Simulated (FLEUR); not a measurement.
The system is Al.

```xyz
2
Lattice="2.8125 0.0000 0.0000 -1.4062 2.4357 0.0000 0.0000 0.0000 4.8669" Properties=species:S:1:pos:R:3 pbc="T T T"
Al    0.0000    1.6238    1.2167
Al    1.4062    0.8119    3.6501
```

This isn't the form of Al at room conditions, which is fcc.

```yaml
Program: FLEUR MaX-R8.1 (later development tree)
Task: single point
Functional: PBEsol
Potentials_or_basis: all-electron
Basis: FLAPW
Kmax: 4.1 1/bohr
k_mesh: 11 × 11 × 6
Occupations: fermi-dirac, width 0.05 eV
Spin: no spin polarisation
Gmax: 12.7 1/bohr
Muffin-tin_radii: Al 2.39 bohr
lmax: Al 10
lnonsphr: Al 10
Local_orbitals_a_species: Al 4
Max_iterations: 60
Mixing_factor: 0.05
Mixer: Anderson
Mixer_history: 15
```

On this cell: largest force under 0.003 eV/Å; band gap on the k mesh none (metal or under the smearing width).

The same run follows on a disturbed copy (atoms moved at random, drawn with an rms of 0.05 Å):

```
Al
1.0
     2.81246    0.00000    0.00000
    -1.40623    2.43566    0.00000
     0.00000    0.00000    4.86685
Al
2
Direct
  0.31442 0.64697 0.24540
  0.66979 0.33912 0.75318
```

Question: What changes?

Answer: The energy (extrapolated to zero smearing) moves by +2.1 meV/atom; largest force 0.133 eV/Å; band gap on the k mesh none (metal or under the smearing width).

Forces in eV/Å, atoms in the order of the input:
```
Al   0.023  0.046  0.123
Al  -0.023 -0.046 -0.123
```
